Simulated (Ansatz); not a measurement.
# BGaN: the cost of one run

Computed with Ansatz 0.2.0, Gaussian basis. Level: def2-QZVPP, all electrons in the functionals.

To be run: PBE, BLYP, r2SCAN, B97M-V, PBE0, B3LYP, wB97M-V, at charge 0, doublet; charge 0, quartet; charge 1, singlet; charge 1, triplet.

8 further runs of the same task are left out: 8 set aside as unsound or not needed.

## 1. The geometry

The geometry is a PBE0/def2-TZVP stationary point (not a proven minimum). No spin-orbit coupling is included. The filled d shell of Ga may be among the frozen orbitals whatever the setting's name suggests; the logs give the count.

3 atoms, charge 0, spin multiplicity 2.

Atoms are counted from 1 here; the program's logs count them from 0.

Bond lengths: B1–N2 1.262 Å, N2–Ga3 1.878 Å. Angles: B1–N2–Ga3 180.0°.

Geometry (Å):

```
B     0.0000    0.0000   -1.4672
N     0.0000    0.0000   -0.2052
Ga    0.0000    0.0000    1.6724
```

No dispersion term is added; B97M-V, wB97M-V hold VV10 nonlocal correlation. B3LYP takes the VWN-RPA correlation.

The geometry shown and the zero of energy belong to the point charge 0, doublet. The yardstick, RCCSD(T), and other wave-function levels (R restricted, U unrestricted, valence and pair active spaces) come from earlier runs.

## 2. PBE, charge 0, doublet

Input file in.yaml:

```yaml
crystal:
  periodic: [false, false, false]
  atoms:
    - {symbol: B, position_ang: [0.000000, 0.000000, -1.467200]}
    - {symbol: N, position_ang: [0.000000, 0.000000, -0.205200]}
    - {symbol: Ga, position_ang: [0.000000, 0.000000, 1.672400]}
basis:
  gaussian: {orbitals: "def2-QZVPP.json"}
magnetization: {spin_polarized: true, initial_magnetization: 1}
hamiltonian: {xc: {name: PBE}}
output: {orbitals: {seedname: orbitals}}
```

On the command line:

```sh
> ansatz run in.yaml --threads 1 --pin off --events-out ev --progress --plain --max-ram 2393MiB
```

What time and memory should one allow on 1 thread of Intel Xeon 6975P-C, shared host?

About 3.3 s, with a peak of 0.26 GiB.
